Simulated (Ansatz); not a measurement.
**One shape, several levels: SnIF3 (SMILES [F][Sn]([F])([F])[I])**

Aim: a comparison of 3 runs (PBE0/def2-SVPD, PBE0/def2-TZVP, MP2/def2-SVP) of SnIF3. 

The results are computed with Ansatz 0.2.0.

5 further runs of the same task are left out: 3 that didn't finish, 2 set aside as unsound or not needed.

**1. Starting point**

The species is SnIF3 (5 atoms), meant as a singlet with charge 0. SMILES: `[F][Sn]([F])([F])[I]`. Geometry: relaxed at PBE0-D4/def2-TZVP.

Bond lengths: F1–Sn2 1.888 Å, Sn2–F3 1.888 Å, Sn2–F4 1.888 Å, Sn2–I5 2.606 Å. Angles: F1–Sn2–F3 105.6°, F1–Sn2–F4 105.6°, F1–Sn2–I5 113.1°, F3–Sn2–F4 105.6°, F3–Sn2–I5 113.1°, F4–Sn2–I5 113.1°.

**2. Energy and gradient at PBE0/def2-SVPD (core potential) (run 1)**

Contents of run.yaml:

```yaml
crystal:
  periodic: [false, false, false]
  atoms:
    - symbol: F
      position_ang: [-0.839600, -0.547000, 1.628200]
    - symbol: Sn
      position_ang: [0.015800, -0.088900, 0.008600]
    - symbol: F
      position_ang: [1.802200, -0.670500, 0.196100]
    - symbol: F
      position_ang: [-0.747900, -1.211200, -1.303700]
    - symbol: I
      position_ang: [-0.180600, 2.444000, -0.570600]
basis:
  gaussian:
    orbitals: def2-SVPD
hamiltonian:
  xc: pbe0
accuracy: high
output: {forces: true, orbitals: {seedname: orbitals}}
```

Run with:

```bash
$ ansatz run run.yaml --threads 1 --pin off --max-ram 2610MiB --events-out events.jsonl --progress --plain --runs-dir runs
```

What it wrote:

```text
Warning: RAYON_NUM_THREADS=1 ignored (pool sized by the plan → 1); use --threads N
Functional definition: PBE0
  name "PBE0"
  parameter a = 0.25
  parameter kappa = 0.804
  parameter beta = 0.06672455060314922
  exchange = (1 - a)*pbe_x(kappa = kappa, mu = beta*pi^2/3) + a*exact_x
  correlation = pbe_c(beta = beta)
2953 factors; integrals over basis functions are off by at most 3.6e-9 eV
mean field evaluation 1: about -22066.9357 eV, gradient 6.0e1 eV
mean field evaluation 2: about -22050.3952 eV, gradient 1.2e2 eV
mean field evaluation 4: about -22072.9795 eV, gradient 2.5e0 eV
mean field evaluation 8: about -22073.0970 eV, gradient 1.6e-1 eV
mean field evaluation 16: about -22073.0970 eV, gradient 4.1e-5 eV
mean field -22073.09704790 eV, -811.1713548279 hartree, gradient 6.5e-8 eV, S^2 0.000000; 0 other end points of the search recorded, 0 dependent functions left out
the calculation of the forces begins
reference -22073.09705191 eV, -811.1713549751 hartree; 37, 37 occupied and 99, 99 virtual orbitals, 2953 factors
Total energy: -22073.09705191 eV, -811.1713549751 hartree
Atom 0 at    -0.839600    -0.547000     1.628200 Å, force    -0.415196    -0.217767     0.784474 eV/Å
Atom 1 at     0.015800    -0.088900     0.008600 Å, force    -0.064879     0.822756    -0.189731 eV/Å
Atom 2 at     1.802200    -0.670500     0.196100 Å, force     0.866146    -0.277232     0.089822 eV/Å
Atom 3 at    -0.747900    -1.211200    -1.303700 Å, force    -0.369924    -0.538187    -0.636147 eV/Å
Atom 4 at    -0.180600     2.444000    -0.570600 Å, force    -0.016148     0.210430    -0.048417 eV/Å
Dipole moment:    -0.053064     0.686151    -0.157014 e Å
```

It took 26 s on 1 thread of Intel Xeon Platinum 8375C at 2.90GHz (Ice Lake), shared host; peak memory 0.67 GiB.

**3. Energy and gradient at PBE0/def2-TZVP (core potential) (run 2)**

Contents of run.yaml:

```yaml
crystal:
  periodic: [false, false, false]
  atoms:
    - {symbol: F, position_ang: [-0.839600, -0.547000, 1.628200]}
    - {symbol: Sn, position_ang: [0.015800, -0.088900, 0.008600]}
    - {symbol: F, position_ang: [1.802200, -0.670500, 0.196100]}
    - {symbol: F, position_ang: [-0.747900, -1.211200, -1.303700]}
    - {symbol: I, position_ang: [-0.180600, 2.444000, -0.570600]}
basis:
  gaussian: {orbitals: def2-TZVP}
hamiltonian: {xc: {name: PBE0}}
output: {forces: true, orbitals: {seedname: orbitals}}
magnetization: {spin_polarized: false, initial_magnetization: 0}
accuracy: high
```

Run with:

```bash
$ ansatz run run.yaml --threads 1 --pin off --max-ram 2610MiB --events-out events.jsonl --progress --plain --runs-dir runs
```

What it wrote, shortened:

```text
Warning: RAYON_NUM_THREADS=1 ignored (pool sized by the plan → 1); use --threads N
[... 2 set-up lines as earlier in the session ...]
[...]
3375 factors; integrals over basis functions are off by at most 2.0e-8 eV
[...]
mean field -22083.39361013 eV, -811.5497465105 hartree, gradient 7.7e-8 eV, S^2 0.000000; 0 other end points of the search recorded, 0 dependent functions left out
[...]
reference -22083.39361366 eV, -811.5497466404 hartree; 37, 37 occupied and 156, 156 virtual orbitals, 3375 factors
Total energy: -22083.39361366 eV, -811.5497466404 hartree
Atom 0 at    -0.839600    -0.547000     1.628200 Å, force    -0.004143    -0.006217     0.009287 eV/Å
Atom 1 at     0.015800    -0.088900     0.008600 Å, force    -0.001293     0.002261    -0.001705 eV/Å
Atom 2 at     1.802200    -0.670500     0.196100 Å, force     0.009677    -0.006418     0.001751 eV/Å
Atom 3 at    -0.747900    -1.211200    -1.303700 Å, force    -0.002978    -0.008107    -0.004808 eV/Å
Atom 4 at    -0.180600     2.444000    -0.570600 Å, force    -0.001263     0.018481    -0.004525 eV/Å
Dipole moment:    -0.050848     0.657591    -0.150482 e Å
```

It took 39 s on 1 thread of Intel Xeon Platinum 8375C at 2.90GHz (Ice Lake), shared host; peak memory 1 GiB.

**4. Energy and gradient at MP2/def2-SVP (core potential) (run 3)**

Contents of molecule.yaml:

```yaml
crystal:
  periodic: [false, false, false]
  atoms:
    - {symbol: F, position_ang: [-0.839600, -0.547000, 1.628200]}
    - {symbol: Sn, position_ang: [0.015800, -0.088900, 0.008600]}
    - {symbol: F, position_ang: [1.802200, -0.670500, 0.196100]}
    - {symbol: F, position_ang: [-0.747900, -1.211200, -1.303700]}
    - {symbol: I, position_ang: [-0.180600, 2.444000, -0.570600]}
basis:
  gaussian: {orbitals: def2-SVP}
magnetization: {spin_polarized: false}
output: {forces: true, orbitals: {seedname: orbitals}}
correlation: {method: mp2, frozen_orbitals: {F: 1, I: 4, Sn: 4}}
accuracy: high
```

Run with:

```bash
$ ansatz run molecule.yaml --threads 1 --pin off --max-ram 2610MiB --events-out events.jsonl --progress --plain --runs-dir runs
```

What it wrote, shortened:

```text
Warning: RAYON_NUM_THREADS=1 ignored (pool sized by the plan → 1); use --threads N
Functional definition: HF
  name "HF"
[...]
2103 factors; integrals over basis functions are off by at most 1.0e-8 eV
[...]
mean field -21991.83568447 eV, -808.1850548028 hartree, gradient 4.7e-8 eV, S^2 0.000000; 0 other end points of the search recorded, 0 dependent functions left out
11 core orbitals not correlated: weight in the atoms' cores, before any rotation towards them, 1.000 or more for the frozen orbitals, at most 0.000 for the correlated occupied ones
reference -21991.83568447 eV, -808.1850548028 hartree; 26, 26 occupied and 57, 57 virtual orbitals, 2103 factors
second order -21.32606991 eV of doubles, -0.00000000 eV of singles
[...]
Total energy: -22013.16175439 eV, -808.9687734169 hartree
Atom 0 at    -0.839600    -0.547000     1.628200 Å, force    -0.357491    -0.172983     0.670205 eV/Å
Atom 1 at     0.015800    -0.088900     0.008600 Å, force    -0.043467     0.544101    -0.125974 eV/Å
Atom 2 at     1.802200    -0.670500     0.196100 Å, force     0.742540    -0.223886     0.073882 eV/Å
Atom 3 at    -0.747900    -1.211200    -1.303700 Å, force    -0.318497    -0.447645    -0.549057 eV/Å
Atom 4 at    -0.180600     2.444000    -0.570600 Å, force    -0.023084     0.300413    -0.069056 eV/Å
Dipole moment:    -0.044871     0.580654    -0.132927 e Å
```

Wall time 17 s (1 thread of Intel Xeon Platinum 8375C at 2.90GHz (Ice Lake), shared host); peak memory 0.4 GiB.

**5. The series**

```tsv
run	level	core potential	frozen core orbitals	energy (Eh)	dipole moment (D)	HOMO energy (eV)	LUMO energy (eV)	wall time
1	PBE0/def2-SVPD (core potential)	def2-SVPD	–	-811.171355	3.39	-9.15	-3.67	26 s
2	PBE0/def2-TZVP (core potential)	def2-TZVP	–	-811.549747	3.25	-9.10	-3.49	39 s
3	MP2/def2-SVP (core potential)	def2-SVP	11	-808.968773	2.87	-11.79	0.19	17 s
```

**6. Outcome**

| quantity | value |
| --- | --- |
| run 3: total energy | -808.96877 Eh |
| run 3: dipole moment (correlated density) | 2.87 D |
| run 3: HOMO energy (Hartree–Fock orbitals) | -11.79 eV |
| run 3: LUMO energy (Hartree–Fock orbitals) | 0.19 eV |
| run 3: HOMO–LUMO gap (Hartree–Fock orbitals) | 11.98 eV |
| run 3: correlation energy (11 core orbitals frozen) | -783.7 mEh |
| run 3: largest force on an atom | 0.779 eV/Å |

**Reading.** The dipole moment (its size) runs from 2.87 D (MP2/def2-SVP) to 3.39 D (PBE0/def2-SVPD). The two ends differ in method and basis. All runs together took 82 s, the longest 39 s.
